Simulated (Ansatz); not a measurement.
Predict the output of the script below (the Python package of Ansatz (0.2.0)).

`scan.py`:
```python
'''Stretching a bond of CH4ClOSi, the rest held rigid.'''

import ansatz as az
import numpy as np

GEOMETRY = '''
C    -0.68570    0.82000   -0.06920
Si    0.72530   -0.15320   -0.56570
O     1.61530   -0.62460    0.72040
Cl    0.13290   -1.91750   -1.33700
H    -1.34800    1.10710   -0.96830
H    -1.36930    0.35030    0.63430
H    -0.39680    1.80740    0.38890
H     1.41850   -1.44650    1.14090
'''


def main() -> None:
    system = az.Crystal.molecule()
    for line in GEOMETRY.strip().splitlines():
        symbol, *xyz = line.split()
        system = system.atom(symbol, [float(v) for v in xyz])

    symbols = [site.symbol for site in system.cartesian_sites]
    start = np.array([site.position_ang for site in system.cartesian_sites])
    axis = (start[3] - start[1]) / np.linalg.norm(start[3] - start[1])
    moving = [3]
    lengths, energies = [1.773, 1.853, 1.934, 2.015, 2.095, 2.176, 2.256, 2.377], []
    for length in lengths:
        xyz = start.copy()
        xyz[moving] += (length - np.linalg.norm(start[3] - start[1])) * axis
        point = az.Crystal.molecule()
        for symbol, place in zip(symbols, xyz):
            point = point.atom(symbol, place.tolist())
        calculation = point.calculation()
        calculation = calculation.basis(gaussian='def2-SVP').functional('b3lyp')
        calculation = calculation.spin('collinear', total=1)
        report = calculation.run().report
        energies.append(report['free_energy_ev'])
        print(f'r = {length:6.3f} A  E = {energies[-1]:.5f} eV  <S^2> = {abs(report["mean_field"]["state"]["spin_squared"]):.3f}')

    # quartic fit about the minimum
    fit = np.polynomial.Polynomial.fit(lengths, np.array(energies) - min(energies), 4).convert()
    roots = [r.real for r in fit.deriv().roots() if abs(r.imag) < 1e-9 and fit.deriv(2)(r.real) > 0]
    r_e = min(roots, key=lambda r: abs(r - lengths[int(np.argmin(energies))]))
    print(f'minimum of the fit at {r_e:.4f} A, force constant {fit.deriv(2)(r_e):.2f} eV/A^2')


if __name__ == '__main__':
    main()
```

```console
$ python scan.py
r =  1.773 A  E = -23541.22538 eV  <S^2> = 0.751
r =  1.853 A  E = -23541.98641 eV  <S^2> = 0.751
r =  1.934 A  E = -23542.45224 eV  <S^2> = 0.751
r =  2.015 A  E = -23542.69843 eV  <S^2> = 0.751
r =  2.095 A  E = -23542.78841 eV  <S^2> = 0.751
r =  2.176 A  E = -23542.77071 eV  <S^2> = 0.751
r =  2.256 A  E = -23542.67922 eV  <S^2> = 0.751
r =  2.377 A  E = -23542.45339 eV  <S^2> = 0.752
minimum of the fit at 2.1181 A, force constant 14.50 eV/A^2
```

Reading the output:
- Total energies depend on the basis set; only differences at equal settings carry meaning.
- The rest of the molecule is held rigid at a force-field or estimated start geometry, and the basis set is modest; single-reference methods fail as a bond breaks.
- The species is open-shell (spin multiplicity 2).
- b3lyp holds the VWN-RPA fit, as in Gaussian; the form of ORCA and Turbomole is b3lyp5.
- Timing: 18 s on 1 thread of Intel(R) Xeon(R) 6975P-C (Granite Rapids), on a shared host, peak memory 0.29 GiB.

(Lines on the test bed's own set-up are left out of the output.)
